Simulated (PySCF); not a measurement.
# C4H5AlS: NMR shifts at several levels of theory, part 2 of 2

PySCF 2.14.0. Atoms count from 0. The steps go on from the part before.

**9. NMR shieldings: LC-wPBE/pcSseg-2**

Job settings and geometry (Å):

```
{"job": {"kind": "nmr", "xc": "LC-wPBE", "basis": "pcSseg-2", "pop": false}, "charge": 0, "multiplicity": 1}
Al     2.485548     0.166401    -0.124067
C      0.553897     0.189982    -0.084457
C     -0.300806    -0.783224     0.416735
C     -1.677448    -0.480630     0.267359
C     -1.876461     0.730036    -0.353340
S     -0.392254     1.481288    -0.743540
H      3.269361     1.379277    -0.784633
H      3.229140    -1.091172     0.499748
H      0.064108    -1.701376     0.883347
H     -2.491332    -1.125738     0.601866
H     -2.825658     1.208616    -0.594427
```

Method: GIAO LC-wPBE/pcSseg-2 NMR shielding, non-relativistic, gas phase.

The log of the run:

```text
coarse grid: 10696 points
cycle   1  E = -795.7573446791  dE =  1.023e+00  |g| = 3.035e-01  |ddm| = 2.566e+00
cycle   2  E = -795.7856433931  dE = -2.830e-02  |g| = 1.511e-01  |ddm| = 5.590e-01
cycle   3  E = -795.7898044446  dE = -4.161e-03  |g| = 7.556e-02  |ddm| = 1.760e-01
cycle   4  E = -795.7913685800  dE = -1.564e-03  |g| = 2.078e-02  |ddm| = 1.028e-01
cycle   5  E = -795.7914915449  dE = -1.230e-04  |g| = 4.649e-03  |ddm| = 3.242e-02
cycle   6  E = -795.7914989250  dE = -7.380e-06  |g| = 1.834e-03  |ddm| = 1.030e-02
final grid: 95328 points
cycle   7  E = -795.8070803698  dE = -1.056e-04  |g| = 9.231e-03  |ddm| = 3.748e-02
cycle   8  E = -795.8070827292  dE = -2.359e-06  |g| = 7.005e-03  |ddm| = 8.738e-03
cycle   9  E = -795.8070914864  dE = -8.757e-06  |g| = 9.590e-04  |ddm| = 5.489e-03
cycle  10  E = -795.8070917659  dE = -2.794e-07  |g| = 2.833e-04  |ddm| = 8.953e-04
cycle  11  E = -795.8070917972  dE = -3.136e-08  |g| = 1.121e-04  |ddm| = 4.239e-04
cycle  12  E = -795.8070918039  dE = -6.688e-09  |g| = 4.143e-05  |ddm| = 1.787e-04
cycle  13  E = -795.8070918108  dE = -6.849e-09  |g| = 1.636e-05  |ddm| = 1.278e-04
cycle  14  E = -795.8070918110  dE = -2.578e-10  |g| = 8.869e-06  |ddm| = 4.093e-05
converged SCF energy = -795.8070918110

GIAO shielding tensors (ppm)
atom      isotropic    diamagn.    paramagn.     s11        s22        s33       span
  0 Al     313.905     793.102    -479.197    257.927    315.035    368.752    110.825
  1 C       28.060     256.834    -228.774    -61.281    -20.244    165.705    226.987
  2 C       28.702     251.653    -222.951    -75.117     14.547    146.677    221.793
  3 C       45.663     253.049    -207.386    -48.933     33.412    152.509    201.442
  4 C       30.370     258.034    -227.663    -78.932     22.618    147.426    226.359
  5 S      209.693    1057.585    -847.892     61.708    204.952    362.419    300.710
  6 H       26.206      28.633      -2.428     23.079     25.453     30.085      7.006
  7 H       26.123      28.541      -2.417     23.184     25.037     30.149      6.966
  8 H       23.313      31.588      -8.276     20.321     22.752     26.866      6.545
  9 H       23.731      30.216      -6.485     20.745     23.758     26.690      5.946
 10 H       23.166      29.477      -6.311     20.745     22.537     26.217      5.472
```

Wall time 2 min (1 thread of Arm Neoverse N1, shared host); peak memory 1.2 GiB.

This run: δ C1 160.2, C2 159.6, C4 157.9, C3 142.6, H10 8.15, H8 8.00 ppm.

**10. NMR shieldings: PBE0/STO-3G**

Same as in step 9 but for these lines:

```diff
@@ -1,2 +1,2 @@
-{"job": {"kind": "nmr", "xc": "LC-wPBE", "basis": "pcSseg-2", "pop": false}, "charge": 0, "multiplicity": 1}
+{"job": {"kind": "nmr", "xc": "PBE0", "basis": "STO-3G", "pop": true}, "charge": 0, "multiplicity": 1}
 Al     2.485548     0.166401    -0.124067
```

Method: GIAO PBE0/STO-3G NMR shielding, non-relativistic, gas phase.

The log of the run:

```text
coarse grid: 10696 points
cycle   1  E = -786.4221513647  dE =  5.173e-01  |g| = 3.030e-01  |ddm| = 4.625e+00
cycle   2  E = -786.4075947092  dE =  1.456e-02  |g| = 3.823e-01  |ddm| = 9.809e-01
cycle   3  E = -786.4529315733  dE = -4.534e-02  |g| = 9.786e-02  |ddm| = 6.238e-01
cycle   4  E = -786.4560960370  dE = -3.164e-03  |g| = 1.737e-02  |ddm| = 1.556e-01
cycle   5  E = -786.4561805867  dE = -8.455e-05  |g| = 7.661e-03  |ddm| = 3.721e-02
cycle   6  E = -786.4562042881  dE = -2.370e-05  |g| = 1.131e-03  |ddm| = 1.384e-02
cycle   7  E = -786.4562045672  dE = -2.791e-07  |g| = 6.754e-04  |ddm| = 2.234e-03
final grid: 95328 points
cycle   8  E = -786.4264124561  dE = -9.260e-07  |g| = 5.168e-03  |ddm| = 1.578e-02
cycle   9  E = -786.4264069899  dE =  5.466e-06  |g| = 6.427e-03  |ddm| = 1.858e-02
cycle  10  E = -786.4264224472  dE = -1.546e-05  |g| = 2.533e-04  |ddm| = 1.043e-02
cycle  11  E = -786.4264224653  dE = -1.802e-08  |g| = 1.291e-04  |ddm| = 5.288e-04
cycle  12  E = -786.4264224708  dE = -5.500e-09  |g| = 1.853e-05  |ddm| = 1.888e-04
cycle  13  E = -786.4264224709  dE = -8.663e-11  |g| = 1.175e-05  |ddm| = 3.806e-05
converged SCF energy = -786.4264224709

GIAO shielding tensors (ppm)
atom      isotropic    diamagn.    paramagn.     s11        s22        s33       span
  0 Al     330.540     782.138    -451.598    238.258    304.487    448.874    210.616
  1 C       95.470     258.581    -163.111     35.564     44.524    206.321    170.757
  2 C      120.248     256.791    -136.542     50.077    118.481    192.188    142.111
  3 C      127.548     256.907    -129.359     64.197    119.100    199.346    135.150
  4 C      112.010     259.723    -147.713     32.105    110.963    192.961    160.856
  5 S      512.723    1045.355    -532.632    427.902    463.635    646.633    218.731
  6 H       29.467      30.739      -1.272     27.383     28.386     32.631      5.248
  7 H       29.298      31.049      -1.751     27.137     28.169     32.587      5.450
  8 H       25.980      32.822      -6.842     22.395     26.581     28.965      6.570
  9 H       26.355      30.677      -4.321     22.919     26.226     29.921      7.001
 10 H       25.922      30.450      -4.528     23.625     26.060     28.082      4.457
```

Wall time 6.3 s (1 thread of Arm Neoverse N1, shared host); peak memory 0.35 GiB.

This run: δ C1 139.2, C4 122.7, C2 114.4, C3 107.1, H10 6.68, H8 6.62 ppm.

**11. Nuclear shieldings: PBE0/6-31G**

Same as in step 10 but for these lines:

```diff
@@ -1,2 +1,2 @@
-{"job": {"kind": "nmr", "xc": "PBE0", "basis": "STO-3G", "pop": true}, "charge": 0, "multiplicity": 1}
+{"job": {"kind": "nmr", "xc": "PBE0", "basis": "6-31G", "pop": true}, "charge": 0, "multiplicity": 1}
 Al     2.485548     0.166401    -0.124067
```

With the program's defaults for keys left out, this is: GIAO PBE0/6-31G NMR shielding, non-relativistic, gas phase.

The log of the run:

```text
coarse grid: 10696 points
cycle   1  E = -795.5018518550  dE =  8.906e-01  |g| = 2.994e-01  |ddm| = 3.480e+00
cycle   2  E = -795.4842380520  dE =  1.761e-02  |g| = 3.851e-01  |ddm| = 8.351e-01
cycle   3  E = -795.5282252541  dE = -4.399e-02  |g| = 7.618e-02  |ddm| = 6.007e-01
cycle   4  E = -795.5298751141  dE = -1.650e-03  |g| = 2.874e-02  |ddm| = 1.395e-01
cycle   5  E = -795.5301101506  dE = -2.350e-04  |g| = 8.867e-03  |ddm| = 4.850e-02
cycle   6  E = -795.5301331690  dE = -2.302e-05  |g| = 2.864e-03  |ddm| = 1.614e-02
cycle   7  E = -795.5301353630  dE = -2.194e-06  |g| = 1.158e-03  |ddm| = 4.832e-03
final grid: 95328 points
cycle   8  E = -795.4625891889  dE = -7.290e-07  |g| = 8.789e-03  |ddm| = 2.166e-02
cycle   9  E = -795.4625596756  dE =  2.951e-05  |g| = 1.309e-02  |ddm| = 2.875e-02
cycle  10  E = -795.4626122784  dE = -5.260e-05  |g| = 1.030e-03  |ddm| = 1.915e-02
cycle  11  E = -795.4626125939  dE = -3.155e-07  |g| = 1.649e-04  |ddm| = 1.415e-03
cycle  12  E = -795.4626126016  dE = -7.716e-09  |g| = 6.303e-05  |ddm| = 3.439e-04
cycle  13  E = -795.4626126027  dE = -1.075e-09  |g| = 2.684e-05  |ddm| = 1.142e-04
cycle  14  E = -795.4626126029  dE = -1.894e-10  |g| = 6.279e-06  |ddm| = 2.993e-05
converged SCF energy = -795.4626126029

GIAO shielding tensors (ppm)
atom      isotropic    diamagn.    paramagn.     s11        s22        s33       span
  0 Al     375.091     796.355    -421.264    312.031    372.976    440.266    128.236
  1 C       50.524     265.164    -214.640    -30.780     16.037    166.316    197.096
  2 C       62.395     255.781    -193.386    -15.621     48.604    154.202    169.822
  3 C       76.857     257.648    -180.791      3.197     64.323    163.051    159.853
  4 C       59.869     271.968    -212.099    -27.407     50.465    156.548    183.956
  5 S      325.954    1058.703    -732.749    236.070    289.401    452.391    216.321
  6 H       26.307      28.707      -2.400     24.205     24.773     29.942      5.737
  7 H       26.212      28.815      -2.602     24.192     24.560     29.885      5.693
  8 H       24.650      30.339      -5.689     21.023     25.089     27.839      6.816
  9 H       25.220      29.069      -3.849     22.218     25.352     28.090      5.873
 10 H       24.863      30.939      -6.076     22.443     24.646     27.500      5.057
```

Run time: 12 s. Hardware: 1 thread of Arm Neoverse N1, shared host; peak memory 0.46 GiB.

This run: δ C1 149.0, C4 139.7, C2 137.1, C3 122.7, H8 7.96, H10 7.75 ppm.

**12. Side by side: NMR shifts**

Shifts (ppm) of some atoms, chosen among heavy atoms and hydrogens apart, means over like atoms, with basis size and wall time:

```csv
run,C2,C4,C3,H10,H6,Al0,S5,functions,time
PBE0/pcSseg-2,152.3,149.3,137.0,8.03,5.28,169.6,294,300,80 s
mPW1PW91/pcSseg-2,152.6,149.8,137.2,8.01,5.23,166.7,295,300,79 s
WP04/pcSseg-2,152.0,150.5,137.1,7.67,4.25,136.2,299,300,84 s
B97-2/pcSseg-2,149.1,146.1,134.1,7.97,5.11,159.7,289,300,79 s
BHandHLYP/pcSseg-2,154.5,153.5,137.5,8.05,5.03,159.7,291,300,75 s
CAM-B3LYP/pcSseg-2,155.6,154.2,139.4,8.03,5.21,176.7,309,300,1.8 min
wB97X-D/pcSseg-2,154.4,152.3,138.5,8.06,5.20,168.0,296,300,1.7 min
LC-wPBE/pcSseg-2,159.6,157.9,142.6,8.15,5.15,171.0,291,300,2 min
PBE0/STO-3G,114.4,122.7,107.1,6.68,3.22,144.5,112,43,6.3 s
PBE0/6-31G,137.1,139.7,122.7,7.75,6.35,167.5,215,72,12 s
```

**13. Results**

This closing draws on all 2 parts.

| quantity | value |
| --- | --- |
| 13C shifts against TMS (PBE0/pcSseg-2) | 155.3, 152.3, 149.3, 137.0 ppm |
| 1H shifts against TMS (PBE0/pcSseg-2, means over atoms taken as alike) | 8.03, 7.99, 7.60, 5.28 ppm |
| 27Al shifts against AlH4- (PBE0/pcSseg-2) | 169.6 ppm |
| 33S shifts against CS2 (PBE0/pcSseg-2) | 294 ppm |
| range of the shift of S5 | 112 to 309 ppm |
| property runs in this session | 10, of which 0 failed and 1 gave unsound results |

Single values in the summary come from the first run of each kind that ended normally (PBE0/pcSseg-2), which need not be the best level. At PBE0/pcSseg-2: The widest tensor belongs to S5: span 286 ppm, with a paramagnetic part of -849 ppm. NICS(1)zz of -31 ppm above the planar ring from C1 marks a diatropic (aromatic) ring current. In ppm, S5 moves most: its shift spreads over 196 ppm, from 112 (PBE0/STO-3G) to 309 (CAM-B3LYP/pcSseg-2). A minimal basis is unusable for shieldings, so that end is no result.
